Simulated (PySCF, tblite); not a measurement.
# C6H13NOSi: geometry, infrared bands and NMR shifts

Wanted: the infrared bands and NMR shifts of C6H13NOSi (`CNC(=O)[C@@H](C)/C=C/[SiH3]`), by calculation.

Programs: tblite 0.8.0 and PySCF 2.14.0, with density-fitted response routines of our own. Each step states its level of theory. These are calculated values for one molecule in the gas phase, unless marked as measured. Atoms are numbered from 0 throughout.

### 1 The molecule as given

22 atoms, charge 0, multiplicity 1; geometry from: force field or distance geometry start.

Bonds of the start (Å): C0–N1 1.42, N1–C2 1.39, C2–O3 1.24, C2–C4 1.53, C4–C5 1.53, C4–C6 1.52, C6–C7 1.35, C7–Si8 1.84, C0–H9 1.10, C0–H10 1.10, C0–H11 1.09, N1–H12 1.02, C4–H13 1.09, C5–H14 1.09, C5–H15 1.08, C5–H16 1.10, C6–H17 1.09, C7–H18 1.09, Si8–H19 1.48, Si8–H20 1.48, Si8–H21 1.49.

### 2 Geometry optimisation with GFN2-xTB

Job settings and geometry (Å):

```
{"job": {"kind": "relax", "xc": "GFN2-xTB", "basis": "xTB"}, "charge": 0, "multiplicity": 1}
C     -2.530800     1.992100    -0.900900
N     -1.598500     1.206200    -0.169800
C     -1.536800    -0.175600    -0.291000
O     -2.296200    -0.786800    -1.050000
C     -0.464800    -0.838300     0.577000
C     -0.693400    -2.343500     0.669900
C      0.892600    -0.544400    -0.042300
C      1.889700     0.095900     0.610000
Si     3.552400     0.468500    -0.074500
H     -2.560800     3.001400    -0.474200
H     -3.537400     1.544400    -0.838200
H     -2.227400     2.031400    -1.944100
H     -0.895400     1.665300     0.412200
H     -0.529400    -0.408700     1.575100
H     -1.680800    -2.549300     1.093500
H     -0.636900    -2.828800    -0.295800
H      0.062300    -2.804600     1.325300
H      1.030300    -0.897100    -1.065100
H      1.752900     0.432500     1.634000
H      3.807900    -0.334600    -1.287700
H      4.575100     0.177000     0.951500
H      3.614900     1.916300    -0.415800
```

On the command line:

```console
> OMP_NUM_THREADS=1 python probes_run.py task.json out
```

The driver reads the jobs from task.json and runs them one after another.

**Question.** This job is followed by: GFN2-xTB harmonic vibrations, gas phase; GIAO PBE0/pcSseg-1 NMR shielding, non-relativistic, gas phase. What will the session give for the following? strongest single infrared mode (GFN2-xTB); zero-point energy (GFN2-xTB); 13C shifts against TMS (PBE0/pcSseg-1); 1H shifts against TMS (PBE0/pcSseg-1, means over atoms taken as alike); 15N shifts against NH3 (PBE0/pcSseg-1); 17O shifts against H2O (PBE0/pcSseg-1); 29Si shifts against TMS (PBE0/pcSseg-1).

The runs gave:

| quantity | value |
| --- | --- |
| strongest single infrared mode (GFN2-xTB) | 1760 cm⁻¹, 494 km/mol |
| zero-point energy (GFN2-xTB) | 108.8 kcal/mol |
| 13C shifts against TMS (PBE0/pcSseg-1) | 170.9, 165.6, 127.5, 53.9, 26.8, 17.1 ppm |
| 1H shifts against TMS (PBE0/pcSseg-1, means over atoms taken as alike) | 6.36, 5.92, 4.92, 4.19, 3.06, 2.79, 1.27 ppm |
| 15N shifts against NH3 (PBE0/pcSseg-1) | 123.1 ppm |
| 17O shifts against H2O (PBE0/pcSseg-1) | 391.9 ppm |
| 29Si shifts against TMS (PBE0/pcSseg-1) | -74.2 ppm |

In words: The optimisation took 93 steps and gained 0.218 eV; among the close pairs (by a distance rule), C7–Si8 changed most, from 1.836 to 1.879 Å. No mode is imaginary among the 60: a minimum at this level. The strongest single mode, at 1760 cm⁻¹, moves mainly C2 and O3. Unscaled tight-binding wavenumbers are off by several per cent, some by more. Its intensities can rank the bands wrongly. C2 (amide carbonyl carbon) lies farthest downfield among carbon, at 170.9 ppm; it is a carbonyl in resonance with an O or N lone pair, the region of acids, esters and amides. At PBE0/pcSseg-1: The largest span, 772 ppm, is at O3, where the paramagnetic term is -455 ppm.
